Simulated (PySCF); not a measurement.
**KSb: from the state search to spectroscopic constants**

What are the lowest state that PBE0 finds, the bond length, vibrational wavenumber and bond energy of KSb, and how much do these hang on the method?

Program: PySCF 2.14.0. Level of theory: K x2c-SVPall, Sb x2c-SVPall, spin-free X2C with a Gaussian nucleus. These are calculated values, not measurements.

**1. The job**

Settings of the job:

```json
{"atoms": "K, Sb", "charge": "0", "basis": "K x2c-SVPall, Sb x2c-SVPall", "Hamiltonian": "spin-free X2C with a Gaussian nucleus", "basis functions": "60", "electrons treated": "70", "masses in u": "38.9637, 120.9038", "levels": "PBE0, PBE, r²SCAN, BP86, M06-L, BHandHLYP, LC-ωPBE, HF, MP2, SCS-MP2, CCSD, CCSD(T)", "grid": "80 radial by 434 angular points", "occupations": "held fixed by the projection of orbital angular momentum", "dissociation limit": "K + Sb, each in its ground configuration", "starting distance in angstrom": "3.310", "values of 2S to try": "0, 2, 4"}
```

On the command line:

```
> OMP_NUM_THREADS=1 python dia.py task.json out
```

After this run come: PBE0 along the bond; Excited determinants; PBE; r²SCAN; BP86 (GGA); M06-L; BHandHLYP; LC-ωPBE (range-separated hybrid); ROHF (mean field); Correlated methods on the Hartree–Fock reference.

Before running it: what results should come out? Wanted: for each run, Re; ωe; De; μ.

The runs gave:

Lowest PBE0 solution found, without spin–orbit coupling: ³Σ⁻ (triplet), unpaired electrons π ↑↑. State 2 has its PBE0 minimum 0.31 eV higher, as a spin-mixed determinant (⟨S²⟩ = 1.01), so this is no gap between pure states. State 3 has its PBE0 minimum 0.58 eV higher. State 4 has its PBE0 minimum 0.88 eV higher, as a spin-mixed determinant (⟨S²⟩ = 1.01), so this is no gap between pure states. The other levels ran on the lowest alone.

| level | Re (Å) | ωe (cm⁻¹) | De (eV) | μ (D) |
| --- | --- | --- | --- | --- |
| ROHF | 3.392 | 149.1 | 0.153 | -10.64 |
| ROHF-MP2 | 3.368 | 146.9 | 0.67 | n/a |
| ROHF-SCS-MP2 | 3.380 | 145.1 | 0.68 | n/a |
| ROHF-CCSD | 3.400 | 138.0 | 0.70 | n/a |
| ROHF-CCSD(T) | 3.408 | 135.6 | 0.74 | n/a |
| PBE | 3.342 | 139.6 | 1.24 | -7.45 |
| BP86 | 3.342 | 139.8 | 1.26 | -7.67 |
| r²SCAN | 3.353 | 142.4 | 1.20 | -8.78 |
| M06-L | 3.365 | 144.9 | n/a | -10.02 |
| PBE0 | 3.324 | 145.7 | 1.16 | -8.60 |
| BHandHLYP | 3.328 | 149.3 | 1.11 | -8.96 |
| LC-ωPBE | 3.287 | 156.5 | 1.15 | -10.44 |

De is counted to K + Sb in their ground configurations. A positive dipole means K(−)Sb(+).

The methods spread over 0.121 Å in bond length, from LC-ωPBE to ROHF-CCSD(T). CCSD(T) can't serve as the judge here: for a weak bond in this basis it is far from its limit. Of the levels with a De here, ROHF gives the least (0.153 eV) and BP86 the most (1.26 eV).

Correlated steps freeze 23 core orbitals. These are scalar-relativistic numbers at best; spin–orbit coupling would shift them, the dissociation energy most. With spin–orbit coupling the term label itself may not hold.
